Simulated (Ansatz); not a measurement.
A run of Ansatz 0.2.0 is set up as follows.

input.yaml

```yaml
crystal:
  lattice:
    - [5.35523282, 2.67761641, 2.67761641]
    - [2.67761641, 5.35523282, 2.67761641]
    - [2.67761641, 2.67761641, 5.35523282]
  atoms:
    - { symbol: Ru, position: [0.25, 0.25, 0.25], spin: 1.0 }
    - { symbol: Ru, position: [0.75, 0.75, 0.75], spin: -0.5 }
    - { symbol: Se, position: [0.0, 0.0, 0.0] }
    - { symbol: Se, position: [0.5, 0.5, 0.5] }
hamiltonian:
  xc: lda
  pseudopotentials: { kind: paw }
magnetization:
  spin_polarized: true
kpoints:
  mp_grid: { grid: [6, 6, 6] }
scf:
  occupations: { method: gaussian, width: 0.05 }
output:
  forces: true
  stress: true
  eigenvalues: true
```

Potentials or basis: Ansatz PAW.

Command:

```sh
$ ansatz run input.yaml --threads 2 --pin off --max-ram 5632MiB --backend cpu --events-out ev --progress --plain --runs-dir out
```

Q: What does it give for the net moment?

A: 1.95 μB per cell.

Q: What does it give for the pressure?

A: -19.5 GPa.

Q: Predict the absolute moment.

A: 1.96 μB per cell.

Q: What does it give for the band gap on the k mesh?

A: None (metal or under the smearing width).

Stress tensor (GPa, compression positive):
```
-19.48  -0.07  -0.07
 -0.07 -19.48  -0.07
 -0.07  -0.07 -19.48
```

Caveat: so large a pressure means that the cell lies far from this level's equilibrium, or that cutoff or potentials fall short; the PAW data sets come from PBE, with cores solved anew for the run's functional, which leaves a small shift of forces and pressure; the starting moments weren't kept.
